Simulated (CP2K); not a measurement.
Runs of CP2K 2026.2 on BiTe. The structure is cubic, space group Fm-3m (No. 225). The conventional cell has a = 6.470 Å, b = 6.470 Å, c = 6.470 Å, α = 90.00°, β = 90.00°, γ = 90.00°. Bi (site symmetry m-3m) is surrounded by 6 Te at 3.24 Å. Te (site symmetry m-3m) has 6 Bi at 3.24 Å as nearest neighbours. 

| potentials or basis | ADDED_MOS | gap on the mesh (eV) | pressure (GPa) |
| --- | --- | --- | --- |
| GTH_POTENTIALS Bi GTH-PBE-q5, Te GTH-PBE-q6; DZVP-MOLOPT-SR-GTH basis | [10] | none | 1.5 |
| POTENTIAL_UZH Bi GTH-PBE-q5, Te GTH-PBE-q6; TZV2P-MOLOPT-PBE-GTH basis | [10] | none | 1.1 |
| GTH_POTENTIALS Bi GTH-PBE-q5, Te GTH-PBE-q6; SZV-MOLOPT-SR-GTH basis | [2] | none | (a) |
| POTENTIAL_UZH Bi GTH-PBE-q5, Te GTH-PBE-q6; DZVP-MOLOPT-PBE-GTH basis | [10] | none | 1.5 |
| POTENTIAL_UZH Bi GTH-PBE-q5, Te GTH-PBE-q6; TZVP-MOLOPT-PBE-GTH basis | [10] | none | 1.5 |
| GTH_POTENTIALS Bi GTH-PBE-q5, Te GTH-PBE-q6; TZVP-MOLOPT-SR-GTH basis | [10] | none | 1.4 |
| POTENTIAL_UZH Bi GTH-PBE-q5, Te GTH-PBE-q6; ccGRB-D basis | [10] | none | 2.9 |

Alike in all rows: task single point; level PBE; no spin polarisation; cell as given; k mesh 7 × 7 × 7; smearing fermi-dirac 0.05 eV.

**Question.** Estimate the missing entries.

**Answer.** (a) 5.5.

Caveats: spin-orbit coupling is left out, which moves the levels of the heavy elements; the basis of atomic orbitals isn't converged, which shifts pressures, moduli and gaps; a minimal basis gives rough bond lengths, pressures and levels (some runs).

A k mesh can miss the band edges, and the runs leave out spin-orbit coupling on Bi, Te.

A gap of «none» marks a metal or a gap under the smearing width.
